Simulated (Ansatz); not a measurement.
# BH₆O₂PSi, SMILES BOP[SiH2]O: energies of removing a hydrogen

Computed with the Ansatz DFT code, driven from Python.

Contents of `bh6o2psi.xyz`:
```text
11

B    -0.40840    2.08850    0.40790
O     0.32160    1.25150   -0.47020
P     1.09800    0.16760    0.60400
Si    0.28670   -1.62720   -0.27010
O    -1.44110   -1.72210    0.16080
H     0.00930    3.16150    0.78750
H    -1.54430    1.85470    0.67560
H     2.36650    0.08710   -0.20580
H     0.91330   -2.81660    0.27230
H     0.32900   -1.57690   -1.70800
H    -1.86530   -0.92500   -0.23330
```

Script `run_bde.py`:
```python
import ansatz as az


def energy_of(molecule, charge=0, unpaired=0):
    calc = molecule.calculation().basis(gaussian="def2-TZVP").correlation("mp2")
    if charge:
        calc = calc.charge(charge)
    if unpaired:
        calc = calc.spin("collinear", total=unpaired)
    report = calc.run(threads=1).report
    if report["published_state_doubts"]:
        print("  doubts:", report["published_state_doubts"])
    return report["free_energy_ev"]

def without(molecule, index):
    rest = az.Crystal.molecule()
    for i, site in enumerate(molecule.cartesian_sites):
        if i != index:
            rest = rest.atom(site.symbol, site.position_ang)
    return rest


def main() -> None:
    mol = az.Crystal.molecule_from_extxyz("bh6o2psi.xyz")

    whole = energy_of(mol, 0)
    hydrogen = energy_of(az.Crystal.molecule().atom("H", (0, 0, 0)), 0, 1)
    print(f"E(molecule) = {whole:.5f} eV, E(H) = {hydrogen:.5f} eV")
    for index in [6, 7, 9]:
        radical = energy_of(without(mol, index), 0, 1)
        print(f"H{index}: homolysis {96.485332 * (radical + hydrogen - whole):.1f} kJ/mol")


if __name__ == "__main__":
    main()
```

Output of `python run_bde.py`:
```text
E(molecule) = -22001.80687 eV, E(H) = -13.60052 eV
H6: homolysis 426.1 kJ/mol
H7: homolysis 316.9 kJ/mol
H9: homolysis 371.8 kJ/mol
```

Reading the output:
- Total energies depend on the basis set; only differences at equal settings carry meaning.
- The geometry is a force-field or estimated start, not a minimum of this method, and the basis set is short of its limit. All parts are taken at fixed geometry, without zero-point energy.
- It ran for 81 s on 1 thread of Arm Neoverse N1 (shared host), peak memory 0.52 GiB.
